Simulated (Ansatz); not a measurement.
**TiO in Ansatz: the effect of exact exchange**

TiO:

```
Ti O
1.0
     3.00939    0.00000    0.00000
     0.00000    3.00939    0.00000
     0.00000    0.00000    3.68042
Ti O
1 1
Direct
  0.00000 0.00000 0.00000
  0.00000 0.00000 0.50000
```

The cell was built by a generator and needn't be a form met in nature.

Alike in all runs:

```yaml
Program: Ansatz 0.2.0
Task: single point
Functional: HSE06 form with a typed share of exact exchange
Potentials_or_basis: Ansatz PAW
Cutoff: "420 eV (not typed: the program's choice for these potentials)"
k_mesh: 5 × 5 × 4
Occupations: fermi-dirac, width 0.05 eV
Spin: no spin polarisation
```

```tsv
exact exchange	pressure (GPa)
0.05	-0.4
0.1	-1.2
0.15	-2.0
0.2	-2.8
0.25	-4.1
0.3	-4.7
0.4	-6.2
0.5	?
```

Task: What does the run with exact exchange 0.5 give?

Result: Pressure -7.6 GPa.

Worked out: A parabola through the other rows of the pressure, of slope -14.7 GPa per unit of exact exchange there, extrapolates to -7.8 GPa, against the run's -7.6.

Caveats: all runs use coarse meshes; the PAW data sets come from PBE, with cores solved anew for the run's functional, which leaves a small shift of forces and pressure; the thresholds are loose for stress.
